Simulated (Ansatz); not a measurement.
# AlBrH2S: the cost of one run

All numbers below are computed with Ansatz 0.2.0 (UHF/def2-SVP).

### Step 1. Starting point

Bond lengths: Al1–Br2 2.812 Å, Al1–S3 2.119 Å, Al1–H5 1.527 Å. Angles: Br2–Al1–S3 96.0°, Br2–Al1–H5 109.6°, S3–Al1–H5 154.3°.

Structure file:

```xyz
5

Al   -0.7689   -0.0199   -0.2905
Br    1.2630    1.3855    1.0534
S     0.3752   -1.7637   -0.6626
H     1.1662   -0.4329    0.2381
H    -2.0356    0.8311   -0.3385
```

### Step 2. Run 1

150 steps of 0.5 fs at constant energy, with velocities drawn for 300 K.

input.yaml

```yaml
crystal:
  periodic: [false, false, false]
  atoms:
    - { symbol: Al, position_ang: [-0.7689, -0.0199, -0.2905] }
    - { symbol: Br, position_ang: [1.263, 1.3855, 1.0534] }
    - { symbol: S, position_ang: [0.3752, -1.7637, -0.6626] }
    - { symbol: H, position_ang: [1.1662, -0.4329, 0.2381] }
    - { symbol: H, position_ang: [-2.0356, 0.8311, -0.3385] }
magnetization:
  spin_polarized: true
basis:
  gaussian: { orbitals: def2-SVP }
hamiltonian:
  xc: hf
md:
  timestep: 0.5
  n_steps: 150
  ensemble: nve
  temperature: 300.0
  initial_velocities: maxwell_boltzmann
  seed: 13280
```

Run with:

```sh
$ ansatz run input.yaml --threads 1 --pin off --max-ram 2048MiB --backend cpu --events-out ev --progress --plain --runs-dir out
```

What time and memory should one allow on 1 thread of Arm Neoverse V2, shared host?

About 4.2 min, with a peak of 0.22 GiB.
